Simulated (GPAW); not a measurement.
A calculation with GPAW 26.7.0 of Ca3AsP (cli, Cartesian positions):

Contents of Ca3AsP.xyz:

```xyz
5
Lattice="5.3338990000 0.0000000000 0.0000000000 0.0000000000 5.3338990000 0.0000000000 0.0000000000 0.0000000000 5.3338990000" Properties=species:S:1:pos:R:3 pbc="T T T"
As     0.0000000000      0.0000000000      0.0000000000
Ca     2.6669495000      2.6669495000      0.0000000000
Ca     2.6669495000      0.0000000000      2.6669495000
Ca     0.0000000000      2.6669495000      2.6669495000
P      2.6669495000      2.6669495000      2.6669495000
```

Potentials or basis: GPAW PAW data sets (gpaw-data 1.2.1), pw.

Command:

```bash
$ OMP_NUM_THREADS=1 gpaw run Ca3AsP.xyz -p 'mode=PW(600),xc=PBE,kpts={size:(5,5,5),gamma:True},occupations={name:fermi-dirac,width:0.05},nbands=34,convergence={density:1e-05,energy:1e-05},maxiter=150,txt=gpaw.txt' --properties efs -w gs.gpw
```

The cell comes from a database or a generator and needn't be the stable form of this composition.

Write the same calculation in another form: ASE script, structure typed inline.

As run:

File run.py:

```python
from ase import Atoms
from ase.dft.bandgap import bandgap
from ase.io import write
from ase.units import GPa
from gpaw import GPAW, PW

atoms = Atoms(['As', 'Ca', 'Ca', 'Ca', 'P'],
              cell=[[5.333899, 0.0, 0.0],
                    [0.0, 5.333899, 0.0],
                    [0.0, 0.0, 5.333899]],
              scaled_positions=[[0.0, 0.0, 0.0],
                                [0.5, 0.5, 0.0],
                                [0.5, 0.0, 0.5],
                                [0.0, 0.5, 0.5],
                                [0.5, 0.5, 0.5]],
              pbc=True)

calc = GPAW(mode=PW(600),
            xc='PBE',
            kpts={'size': (5, 5, 5), 'gamma': True},
            occupations={'name': 'fermi-dirac', 'width': 0.05},
            nbands=34,
            convergence={'density': 1e-05, 'energy': 1e-05},
            maxiter=150,
            txt='gpaw.txt')
atoms.calc = calc
energy = atoms.get_potential_energy()
forces = atoms.get_forces()
stress = atoms.get_stress()
calc.write('gs.gpw')
write('result.traj', atoms)
print(f'Energy: {energy:.6f} eV')
print('Forces (eV/A):')
print(forces.round(4))
print('Stress (GPa):', (stress / GPa).round(3))
print('Fermi level:', round(calc.get_fermi_level(), 4), 'eV')
print(f'Gap: {bandgap(calc)[0]:.4f} eV, direct: {bandgap(calc, direct=True)[0]:.4f} eV')
```

Potentials or basis: GPAW PAW data sets (gpaw-data 1.2.1), pw.

Launch:

```bash
$ OMP_NUM_THREADS=1 python run.py
```

Both were run:

|  | cli, Cartesian positions | ASE script, structure typed inline |
| --- | --- | --- |
| Pressure | 0.1 GPa | 0.1 GPa |
| Band gap on the k mesh | 0.20 eV, direct | 0.20 eV, direct |

Keys that steer only the numerical path or the files written may differ.
